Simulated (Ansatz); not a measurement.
Run this with Ansatz 0.2.0 through its Python package and show what comes out.

Contents of `h5o2si2.xyz`:
```text
9

O    -1.78800    1.14300    0.91280
Si   -0.37800    1.06720    0.13710
O    -0.10540   -0.52240   -0.18150
Si    1.14540   -1.43620   -0.93400
H    -2.17760    0.33590    1.21140
H     0.67940    1.64160    1.01200
H    -0.39500    1.82190   -1.13260
H     2.41670   -1.23940   -0.26300
H     0.69110   -2.85780   -0.77930
```

The script, `scan_h5o2si2.py`:
```python
'''Stretching a bond of H5O2Si2, the rest held rigid.'''

import ansatz as az
import numpy as np

BASIS = 'def2-SVP'
FUNCTIONAL = 'cam_b3lyp'

mol = az.Crystal.molecule_from_extxyz('h5o2si2.xyz')

symbols = [site.symbol for site in mol.cartesian_sites]
start = np.array([site.position_ang for site in mol.cartesian_sites])
axis = (start[2] - start[1]) / np.linalg.norm(start[2] - start[1])
moving = [2, 3, 7, 8]
lengths, energies = [1.4, 1.51, 1.64, 1.81, 2.05, 2.47, 2.96, 3.62], []
for length in lengths:
    xyz = start.copy()
    xyz[moving] += (length - np.linalg.norm(start[2] - start[1])) * axis
    point = az.Crystal.molecule()
    for symbol, place in zip(symbols, xyz):
        point = point.atom(symbol, place.tolist())
    model = (
        point.calculation()
        .basis(gaussian=BASIS)
        .functional(FUNCTIONAL)
        .spin('collinear', total=1)
    )
    data = model.run().report
    energies.append(data['free_energy_ev'])
    print(f'r = {length:6.3f} A  E = {energies[-1]:.5f} eV  <S^2> = {abs(data["mean_field"]["state"]["spin_squared"]):.3f}')

print('energy above the lowest point (eV):', [round(e - min(energies), 3) for e in energies])
```

```console
$ python scan_h5o2si2.py
r =  1.400 A  E = -19921.19585 eV  <S^2> = 0.751
r =  1.510 A  E = -19922.48833 eV  <S^2> = 0.751
r =  1.640 A  E = -19922.96499 eV  <S^2> = 0.751
r =  1.810 A  E = -19922.70897 eV  <S^2> = 0.752
r =  2.050 A  E = -19921.69098 eV  <S^2> = 0.752
r =  2.470 A  E = -19919.73610 eV  <S^2> = 0.754
r =  2.960 A  E = -19918.22780 eV  <S^2> = 1.049
r =  3.620 A  E = -19918.08495 eV  <S^2> = 1.076
energy above the lowest point (eV): [1.769, 0.477, 0.0, 0.256, 1.274, 3.229, 4.737, 4.88]
```

Notes:
- Total energies depend on the basis set; only differences at equal settings carry meaning.
- The rest of the molecule is held rigid at a force-field or estimated start geometry, and the basis set is modest; single-reference methods fail as a bond breaks.
- The species is open-shell (spin multiplicity 2).
- The expectation value of S² is noticeably off S(S+1) in at least one run, so that state is spin-contaminated.
- It ran for 33 s on 1 thread of AMD EPYC 9R45 (Zen 5) (shared host), peak memory 0.34 GiB.
